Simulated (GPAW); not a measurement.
Set up this calculation in GPAW 26.7.0, as an ASE script.

- Task: single point
- Functional: PBEsol
- Potentials or basis: PAW data sets generated in the run's folder for this functional
- Cutoff: 600 eV
- Basis: pw
- k mesh: 7 × 7 × 7
- Occupations: fermi-dirac, width 0.05 eV
- Spin: no spin polarisation
- Maxiter: 150

The system is Ti3Si.

```
Ti Si
1.0
     0.00000    3.14436    3.14436
     3.14436    0.00000    3.14436
     3.14436    3.14436    0.00000
Ti Si
3 1
Direct
  0.00000 0.00000 0.00000
  0.25000 0.25000 0.25000
  0.75000 0.75000 0.75000
  0.50000 0.50000 0.50000
```

The cell comes from a database or a generator and needn't be the stable form of this composition.

The input as run:

run.py

```python
from ase import Atoms
from ase.dft.bandgap import bandgap
from ase.io import write
from ase.units import Bohr, GPa
from gpaw import GPAW, PW, setup_paths
from gpaw.elf import elf_from_dft_calculation

setup_paths.insert(0, '.')

atoms = Atoms(['Ti', 'Ti', 'Ti', 'Si'],
              cell=[[0.0, 3.144356, 3.144356],
                    [3.144356, 0.0, 3.144356],
                    [3.144356, 3.144356, 0.0]],
              scaled_positions=[[0.0, 0.0, 0.0],
                                [0.25, 0.25, 0.25],
                                [0.75, 0.75, 0.75],
                                [0.5, 0.5, 0.5]],
              pbc=True)

calc = GPAW(mode=PW(600),
            xc='PBEsol',
            kpts={'size': (7, 7, 7), 'gamma': True},
            occupations={'name': 'fermi-dirac', 'width': 0.05},
            nbands=38,
            convergence={'density': 1e-05, 'energy': 1e-05},
            maxiter=150,
            txt='gpaw.txt')
atoms.calc = calc
energy = atoms.get_potential_energy()
forces = atoms.get_forces()
stress = atoms.get_stress()
calc.write('gs.gpw')
write('result.traj', atoms)
print(f'Energy: {energy:.6f} eV')
print('Forces (eV/A):')
print(forces.round(4))
print('Stress (GPa):', (stress / GPa).round(3))
print('Fermi level:', round(calc.get_fermi_level(), 4), 'eV')
print(f'Gap: {bandgap(calc)[0]:.4f} eV, direct: {bandgap(calc, direct=True)[0]:.4f} eV')

# fields on the real-space grid
write('density.cube', atoms, data=calc.get_pseudo_density() * Bohr**3)
write('potential.cube', atoms, data=calc.get_electrostatic_potential())
write('elf.cube', atoms, data=elf_from_dft_calculation(calc).data)
```

Potentials or basis: PAW data sets generated in the run's folder for this functional, pw.

The run is started by

```console
$ gpaw-setup -f PBEsol Si Ti
$ OMP_NUM_THREADS=1 python run.py
```

It gave:

- Pressure: -5.1 GPa
- Band gap on the k mesh: none (metal or under the smearing width)

Run time: 40 s on 1 thread of Arm Neoverse V2, on a shared host, peak memory 0.21 GiB.
